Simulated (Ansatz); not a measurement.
I need a geometry optimisation of C2H3ClFI, SMILES CC(F)(Cl)I. Use the Ansatz DFT code, driven from Python. Use: r2SCAN, def2-SVP basis, multiplicity 1, D4 dispersion.

```yaml
atoms:
  - { symbol: C, position_ang: [-0.2506, -0.4360, 0.6990] }
  - { symbol: C, position_ang: [0.3198, 0.2502, -0.5382] }
  - { symbol: F, position_ang: [1.6307, 0.3690, -0.3427] }
  - { symbol: Cl, position_ang: [0.1285, -0.7509, -1.9764] }
  - { symbol: I, position_ang: [-0.4562, 2.1563, -0.9396] }
  - { symbol: H, position_ang: [-0.1111, 0.2276, 1.5817] }
  - { symbol: H, position_ang: [-1.3557, -0.5169, 0.5904] }
  - { symbol: H, position_ang: [0.1867, -1.3564, 0.8699] }
```

The script, `opt_c2h3clfi.py`:
```python
"""Relax the C2H3ClFI molecule."""

import ansatz as az
import numpy as np

BASIS = "def2-SVP"
FUNCTIONAL = "r2scan"
VDW = "d4"

mol = (
    az.Crystal.molecule()
    .atom("C", (-0.2506, -0.436, 0.699))
    .atom("C", (0.3198, 0.2502, -0.5382))
    .atom("F", (1.6307, 0.369, -0.3427))
    .atom("Cl", (0.1285, -0.7509, -1.9764))
    .atom("I", (-0.4562, 2.1563, -0.9396))
    .atom("H", (-0.1111, 0.2276, 1.5817))
    .atom("H", (-1.3557, -0.5169, 0.5904))
    .atom("H", (0.1867, -1.3564, 0.8699))
)

job = mol.calculation().basis(gaussian=BASIS).functional(FUNCTIONAL, dispersion=VDW)
symbols = [site.symbol for site in mol.cartesian_sites]
start = np.array([site.position_ang for site in mol.cartesian_sites], dtype=float)
def progress(event):
    if event["event"] == "relax_step":
        row = event["data"]
        print(f"step {row['step']:3d}  E = {row['lagrangian_ev']:.6f} eV  max force {row['allowed_force_max_ev_ang']:.4f} eV/A")


summary = job.relax(force_tolerance=0.01).session().plan().execute(on_event=progress).report
end = np.array(summary["positions_ang"])

for key in ("converged", "free_energy_ev", "reference_energy_ev", "n_frozen", "n_occupied", "n_virtual"):
    print(f"{key:22s} {summary[key]}")

print("bond        before    after (A)")
for i, j in [(0, 1), (0, 5), (0, 6), (0, 7), (1, 2), (1, 3), (1, 4)]:
    d0, d1 = (np.linalg.norm(xyz[i] - xyz[j]) for xyz in (start, end))
    print(f"{symbols[i]}{i}-{symbols[j]}{j}".ljust(10), f"{d0:8.4f} {d1:8.4f}")
for i, j, k in [(1, 0, 5), (1, 0, 6), (1, 0, 7), (5, 0, 6), (5, 0, 7), (6, 0, 7), (0, 1, 2), (0, 1, 3)]:
    u, v = end[i] - end[j], end[k] - end[j]
    print(f"angle {symbols[i]}{i}-{symbols[j]}{j}-{symbols[k]}{k}: {np.degrees(np.arccos(np.clip(u @ v / np.linalg.norm(u) / np.linalg.norm(v), -1, 1))):.2f} deg")

charges = summary["charge_distribution"]
dipole = np.array(charges["dipole_moment_e_ang"]) * 4.803205
print("dipole (D): {:.3f} {:.3f} {:.3f}, length {:.3f}".format(*dipole, np.linalg.norm(dipole)))
print("atom  Mulliken   Lowdin")
for symbol, m, l in zip(symbols, charges["mulliken_charges_e"], charges["lowdin_charges_e"]):
    print(f"{symbol:4s} {m:9.3f} {l:8.3f}")
with open("c2h3clfi_opt.xyz", "w") as handle:
    handle.write(f"{len(symbols)}\nrelaxed C2H3ClFI\n")
    handle.writelines(f"{s:2s} {x:11.6f} {y:11.6f} {z:11.6f}\n" for s, (x, y, z) in zip(symbols, end))
```

Output of `python opt_c2h3clfi.py`:
```text
step   1  E = -25455.237964 eV  max force 3.3250 eV/A
step   2  E = -25455.468951 eV  max force 0.9006 eV/A
step   3  E = -25455.503977 eV  max force 0.3054 eV/A
step   4  E = -25455.507287 eV  max force 0.1853 eV/A
step   5  E = -25455.507902 eV  max force 0.0635 eV/A
step   6  E = -25455.508245 eV  max force 0.0039 eV/A
converged              True
free_energy_ev         -25455.50825232178
reference_energy_ev    -25455.457162220326
n_frozen               0
n_occupied             [33, 33]
n_virtual              [68, 68]
bond        before    after (A)
C0-C1        1.5254   1.5045
C0-H5        1.1131   1.0993
C0-H6        1.1134   1.0968
C0-H7        1.0332   1.1018
C1-F2        1.3307   1.3451
C1-Cl3       1.7627   1.7869
C1-I4        2.0968   2.2215
angle C1-C0-H5: 109.34 deg
angle C1-C0-H6: 110.80 deg
angle C1-C0-H7: 108.09 deg
angle H5-C0-H6: 109.70 deg
angle H5-C0-H7: 109.41 deg
angle H6-C0-H7: 109.47 deg
angle C0-C1-F2: 110.44 deg
angle C0-C1-Cl3: 111.16 deg
dipole (D): -0.780 -0.931 1.569, length 1.985
atom  Mulliken   Lowdin
C        0.014   -0.040
C       -0.017   -0.387
F       -0.164    0.095
Cl      -0.089    0.183
I        0.022    0.097
H        0.081    0.018
H        0.078    0.018
H        0.076    0.018
```

`c2h3clfi_opt.xyz`, as written:
```text
8
relaxed C2H3ClFI
C    -0.278651   -0.400058    0.694920
C     0.352343    0.215174   -0.524476
F     1.674454    0.378177   -0.337758
Cl    0.110196   -0.814257   -1.964854
I    -0.502547    2.230183   -0.903790
H    -0.092679    0.244632    1.565714
H    -1.358769   -0.526737    0.552546
H     0.187754   -1.384214    0.861797
```

Total energies depend on the basis set; only differences at equal settings carry meaning. The end point is the stationary point reached from this start; no frequency run checks that it is a minimum, and the basis set is modest. def2 sets replace the cores of elements past krypton by effective core potentials. The Löwdin charges here are taken after orthogonalising the functions within each atom; they differ from plain Löwdin charges, and their signs can be unphysical. Total less reference energy is the dispersion correction. The whole script took 48 s on 1 thread of Intel(R) Xeon(R) Platinum 8488C (Sapphire Rapids) (shared host), peak memory 0.25 GiB.

(Lines on the test bed's own set-up are left out of the output.)
